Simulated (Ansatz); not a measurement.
**AlFGeH₄: ionisation energy by level of theory**

One table from this session's results is given with a row withheld; the runs are named, their logs left out.

Method: unrestricted cation, the program's frozen cores in correlated methods; program: Ansatz 0.2.0, Gaussian basis.

The runs, in order: UKS PBE-D4/def2-TZVPP; UKS r2SCAN-D4/def2-TZVPP; UKS PBE0-D4/def2-TZVPP; UKS B3LYP-D4/def2-TZVPP; UKS wB97X-V/def2-TZVPP; UKS wB97M-V/def2-TZVPP; UKS B2PLYP/def2-TZVPP; UHF-CCSD(T)/def2-TZVPP; UHF-CCSD(T)/def2-QZVPP; extrapolation to the limit; then −ε(HOMO) from the neutral's earlier runs with LDA (SPW92), PBE-D4, revPBE-D4, BLYP-D4, r2SCAN-D4, B97M-V, PBE0-D4, B3LYP-D4, r2SCANh-D4, r2SCAN0-D4, HSE06-D4, BHLYP-D4, CAM-B3LYP-D4, LC-ωPBE, ωB97X-V, ωB97M-V.

### Structure used throughout

The geometry comes from an earlier relaxation with PBE0-D4 in a triple-zeta def2 set; it is a stationary point, not always the lowest conformer.

SMILES `[F][AlH][GeH3]`, 7 atoms, charge 0, spin multiplicity 1.

Atoms are counted from 1 here; the program's logs count them from 0.

Bond lengths: F1–Al2 1.652 Å, Al2–Ge3 2.469 Å, Al2–H4 1.581 Å, Ge3–H5 1.542 Å, Ge3–H6 1.538 Å, Ge3–H7 1.540 Å. Angles: F1–Al2–Ge3 116.8°, F1–Al2–H4 116.2°, Ge3–Al2–H4 126.9°, Al2–Ge3–H5 110.5°, Al2–Ge3–H6 112.6°, Al2–Ge3–H7 111.5°, H5–Ge3–H6 107.3°, H5–Ge3–H7 106.7°, H6–Ge3–H7 107.9°.

The first run:

in.yaml reads:

```yaml
crystal:
  periodic: [false, false, false]
  atoms:
    - {symbol: F, position_ang: [-2.002038, -1.487760, 0.716483]}
    - {symbol: Al, position_ang: [-0.491467, -1.327136, 0.066551]}
    - {symbol: Ge, position_ang: [0.428226, 0.960289, -0.065095]}
    - {symbol: H, position_ang: [0.203956, -2.659855, -0.422582]}
    - {symbol: H, position_ang: [0.095684, 1.599173, -1.428005]}
    - {symbol: H, position_ang: [-0.136399, 1.886993, 1.024774]}
    - {symbol: H, position_ang: [1.963338, 0.960195, 0.062272]}
basis:
  gaussian: {orbitals: def2-TZVPP}
total_charge: 1
magnetization: {spin_polarized: true, initial_magnetization: 1}
hamiltonian: {xc: pbe, dispersion: d4}
```

Command:

```
$ ansatz run in.yaml --threads 2 --pin off --events-out ev --progress --plain --max-ram 22528MiB --backend cpu
```

Among the steps run: Cation, UKS PBE-D4/def2-TZVPP; Cation, UKS r2SCAN-D4/def2-TZVPP; Cation, UKS PBE0-D4/def2-TZVPP; Cation, UKS B3LYP-D4/def2-TZVPP; Cation, UKS wB97X-V/def2-TZVPP; Cation, UKS wB97M-V/def2-TZVPP; Cation, UKS B2PLYP (frozen core)/def2-TZVPP; Cation, UHF-CCSD(T)/def2-TZVPP; Cation, UHF-CCSD(T)/def2-QZVPP.

One of the session's tables, all rows but one given; the rest of the session is left out.

It belongs to the step «Ionisation energies side by side». For comparison, −ε(HOMO) of the neutral from earlier runs:

```
  functional  −ε(HOMO) (eV)
 LDA (SPW92)           6.83
      PBE-D4           6.74
   revPBE-D4           6.70
     BLYP-D4           6.62
   r2SCAN-D4              ?
      B97M-V           7.10
     PBE0-D4           7.86
    B3LYP-D4           7.67
  r2SCANh-D4           7.42
  r2SCAN0-D4           8.03
    HSE06-D4           7.47
    BHLYP-D4           8.87
CAM-B3LYP-D4           9.13
     LC-ωPBE          10.42
     ωB97X-V          10.10
     ωB97M-V           9.87
```

**Question.** Estimate the row for r2SCAN-D4.

Worked estimate for «−ε(HOMO) (eV)». Against the share of exact exchange, r2SCANh-D4 (0.1, 7.42), r2SCAN0-D4 (0.25, 8.03) give a slope of 4.07 per unit share; at 0 the line stands at 7.01.

As computed: −ε(HOMO) (eV): 7.02. In «−ε(HOMO) (eV)» the line misses by -0.01.
